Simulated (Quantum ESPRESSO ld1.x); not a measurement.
# Ionisation of Hg⁴⁴⁺: one atom, several choices of relativity

Aim: the ionisation energy of Hg⁴⁴⁺ ([Kr]) to Hg⁴⁵⁺ ([Ar] 3d10 4s2 4p5) for each choice of relativity, and which comes nearest the tabulated value.

The numbers are computed with Quantum ESPRESSO ld1.x 7.5 (Kohn-Sham, PBEsol, spin-unpolarised, spherical densities), except any that are marked as measured or tabulated.

## (1) The atom as given

| Item | Value |
| --- | --- |
| element | mercury (Z = 80) |
| charge | +44 |
| electrons | 36 |
| configuration | [Kr] |
| ion | Hg⁴⁵⁺, [Ar] 3d10 4s2 4p5 |
| choices | Dirac, c × 0.85; Dirac, c × 1.5; Dirac, c × 1.25 |

Outer shells as boxes (Hund's rule):

Hg⁴⁴⁺
```
[Ar] core
3d [↑↓][↑↓][↑↓][↑↓][↑↓]
4s [↑↓]
4p [↑↓][↑↓][↑↓]
```

Hg⁴⁵⁺
```
[Ar] core
3d [↑↓][↑↓][↑↓][↑↓][↑↓]
4s [↑↓]
4p [↑↓][↑↓][↑ ]
```

## (2) Dirac, c × 0.85: Hg⁴⁴⁺

File ld1.in:

```fortran
 &input
    atom='Hg',
    iswitch=1,
    rel=2,
    dft='PBESOL',
    config='[Kr]',
    cau_fact=116.481,
    rel_dist='average',
    verbosity='high',
    lsmall=.true.,
    prefix='ld1',
    max_out_wfc=37,
    file_charge='ld1.rho',
 /
```

## (3) Dirac, c × 0.85: Hg⁴⁵⁺

ld1.in: that of step 2 with these lines changed.

```diff
@@ -5,3 +5,3 @@
     dft='PBESOL',
-    config='[Kr]',
+    config='[Ar] 3d10 4s2 4p5',
     cau_fact=116.481,
```

## (4) Dirac, c × 1.5: Hg⁴⁴⁺

ld1.in: that of step 3 with these lines changed.

```diff
@@ -5,4 +5,4 @@
     dft='PBESOL',
-    config='[Ar] 3d10 4s2 4p5',
-    cau_fact=116.481,
+    config='[Kr]',
+    cau_fact=205.554,
     rel_dist='average',
```

## (5) Dirac, c × 1.5: Hg⁴⁵⁺

ld1.in: that of step 4 with these lines changed.

```diff
@@ -5,3 +5,3 @@
     dft='PBESOL',
-    config='[Kr]',
+    config='[Ar] 3d10 4s2 4p5',
     cau_fact=205.554,
```

## (6) Dirac, c × 1.25: Hg⁴⁴⁺

ld1.in: that of step 5 with these lines changed.

```diff
@@ -5,4 +5,4 @@
     dft='PBESOL',
-    config='[Ar] 3d10 4s2 4p5',
-    cau_fact=205.554,
+    config='[Kr]',
+    cau_fact=171.295,
     rel_dist='average',
```

## (7) Dirac, c × 1.25: Hg⁴⁵⁺

ld1.in: that of step 6 with these lines changed.

```diff
@@ -5,3 +5,3 @@
     dft='PBESOL',
-    config='[Kr]',
+    config='[Ar] 3d10 4s2 4p5',
     cau_fact=171.295,
```

**Question.** What will these runs give? Wanted: for each run, relativity; E(Hg⁴⁴⁺); Δ-SCF; −ε(HOMO); <r> HOMO.

The runs gave:

| relativity | E(Hg⁴⁴⁺) (hartree) | Δ-SCF (eV) | −ε(HOMO) (eV) | <r> HOMO (bohr) | time, both runs |
| --- | --- | --- | --- | --- | --- |
| Dirac, c × 0.85 | -19008.31 | 2443.6 | 2338.0 | 0.3744 | 2.6 s |
| Dirac, c × 1.5 | -17615.98 | 2358.6 | 2309.6 | 0.3810 | 2.5 s |
| Dirac, c × 1.25 | -17861.34 | 2374.5 | 2315.8 | 0.3796 | 3.3 s |

The ionisation energies span 84.93 eV, the total energies of Hg⁴⁴⁺ 37887 eV (scaled speeds of light included): most of the change in the total cancels in the difference. Levels marked c × scale the speed of light and are no model of nature. Spin polarisation and multiplet splitting of open shells are left out at every level.
